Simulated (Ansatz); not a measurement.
**C₂H₅BO: up Jacob's ladder to CCSD(T)**

Aim: compute C₂H₅BO with functionals from several rungs and with coupled cluster. The yardstick is the atomisation energy at the CCSD(T) limit.

Computed with Ansatz 0.2.0, Gaussian basis. Level: functionals in def2-TZVPP, the program's frozen cores in correlated methods.

Plan: LDA (SPW92), PBE-D4, revPBE-D4, BLYP-D4, r2SCAN-D4, B97M-V, PBE0-D4, B3LYP-D4, r2SCANh-D4, r2SCAN0-D4, HSE06-D4, BHLYP-D4, CAM-B3LYP-D4, LC-ωPBE, ωB97X-V, ωB97M-V, B2PLYP, PBE-QIDH; CCSD(T)/def2-SVP; CCSD(T)/def2-TZVPP; MP2/def2-QZVPP; extrapolation to the limit; RPA on PBE.

### 1 The relaxed structure

An earlier PBE0-D4 in a triple-zeta def2 set relaxation fixed the geometry.

SMILES `BC(=C)O`, 9 atoms, charge 0, spin multiplicity 1.

Atoms are counted from 1 here; the program's logs count them from 0.

Bond lengths: B1–C2 1.534 Å, B1–H5 1.192 Å, B1–H6 1.201 Å, C2–C3 1.344 Å, C2–O4 1.365 Å, C3–H7 1.085 Å, C3–H8 1.080 Å, O4–H9 0.960 Å. Angles: C2–B1–H5 119.6°, C2–B1–H6 120.2°, H5–B1–H6 120.1°, B1–C2–C3 120.0°, B1–C2–O4 121.4°, C3–C2–O4 118.5°, C2–C3–H7 122.1°, C2–C3–H8 119.3°, H7–C3–H8 118.6°, C2–O4–H9 108.4°.

Coordinates:

```
B     0.2246    1.2428    0.1187
C    -0.0885   -0.2581    0.1527
C     0.0958   -1.0087   -0.9470
O    -0.5555   -0.8628    1.2841
H     0.6308    1.7380   -0.8872
H     0.0623    1.9169    1.0989
H    -0.1141   -2.0735   -0.9612
H     0.4648   -0.5427   -1.8492
H    -0.6317   -0.1982    1.9732
```

### 2 LDA

This LDA is Slater exchange with PW92 correlation.

Input file in.yaml:

```yaml
crystal:
  periodic: [false, false, false]
  atoms:
    - {symbol: B, position_ang: [0.224646, 1.242845, 0.118693]}
    - {symbol: C, position_ang: [-0.088509, -0.258122, 0.152678]}
    - {symbol: C, position_ang: [0.095792, -1.008664, -0.946987]}
    - {symbol: O, position_ang: [-0.555475, -0.862804, 1.284103]}
    - {symbol: H, position_ang: [0.630784, 1.737971, -0.887241]}
    - {symbol: H, position_ang: [0.062310, 1.916862, 1.098874]}
    - {symbol: H, position_ang: [-0.114138, -2.073459, -0.961230]}
    - {symbol: H, position_ang: [0.464759, -0.542711, -1.849236]}
    - {symbol: H, position_ang: [-0.631668, -0.198220, 1.973245]}
basis:
  gaussian: {orbitals: def2-TZVPP}
hamiltonian: {xc: lda}
output: {orbitals: {seedname: orbitals}}
```

Run with:

```
ansatz run in.yaml --threads 2 --pin off --events-out ev --progress --plain --max-ram 4352MiB
```

After this run come: PBE-D4 (GGA); revPBE-D4 (GGA); BLYP-D4 (GGA); r2SCAN-D4 (meta-GGA); B97M-V (meta-GGA); B3LYP-D4 (hybrid); r2SCANh-D4 (hybrid); r2SCAN0-D4 (hybrid); HSE06-D4 (hybrid); BHLYP-D4 (hybrid); CAM-B3LYP-D4 (range-separated); LC-ωPBE (range-separated); ωB97X-V (range-separated); ωB97M-V (range-separated); B2PLYP (double hybrid); PBE-QIDH (double hybrid); CCSD(T) in def2-SVP; CCSD(T) in def2-TZVPP; MP2 in def2-QZVPP; RPA on PBE orbitals.

Q: Predict the results of all the runs planned. Wanted: atomisation energy, CCSD(T)/CBS; farthest beyond LDA; mean size of error, GGA; mean size of error, meta-GGA; mean size of error, hybrid; mean size of error, range-separated; mean size of error, double hybrid; gap, smallest and largest; T1 diagnostic.

**Answer**, as computed:

```
                               quantity                                                      value
        atomisation energy, CCSD(T)/CBS                                              3520.7 kJ/mol
 functionals within 17.6 kJ/mol (0.5 %)  revPBE-D4, r2SCANh-D4, LC-ωPBE, ωB97X-V, B2PLYP, PBE-QIDH
                    farthest beyond LDA                                     PBE-D4 (+107.0 kJ/mol)
                mean size of error, GGA                                                50.0 kJ/mol
           mean size of error, meta-GGA                                                26.9 kJ/mol
             mean size of error, hybrid                                                36.1 kJ/mol
    mean size of error, range-separated                                                16.8 kJ/mol
      mean size of error, double hybrid                                                 9.5 kJ/mol
              gap, smallest and largest                   2.86 eV (LDA (SPW92)), 9.83 eV (LC-ωPBE)
                          T1 diagnostic                                                     0.0126
triples share of the correlation energy                                                      4.0 %
```

**Reading.** LDA overbinds by 541.1 kJ/mol (15 %). PBE-D4 is off by +107.0 kJ/mol. Double hybrids carry the basis error of their MP2 part in triple zeta, and no dispersion term here, so their miss is partly the set-up's. The rungs double hybrid, range-separated miss on average by less than the doubt on the reference (17.6 kJ/mol), so they tie. The reference freezes the cores and leaves out relativity and excitations past (T), so misses under about 17.6 kJ/mol can't be ranked. Hartree-Fock recovers 74 % of the binding; the rest is correlation. CCSD(T) in def2-SVP is off by -156.1 kJ/mol, worse than the median functional, from the basis alone. The gap grows from 2.9 to 9.8 eV across the functionals, mostly with the share of exact exchange. The restricted reference is unstable towards a spin-broken one.
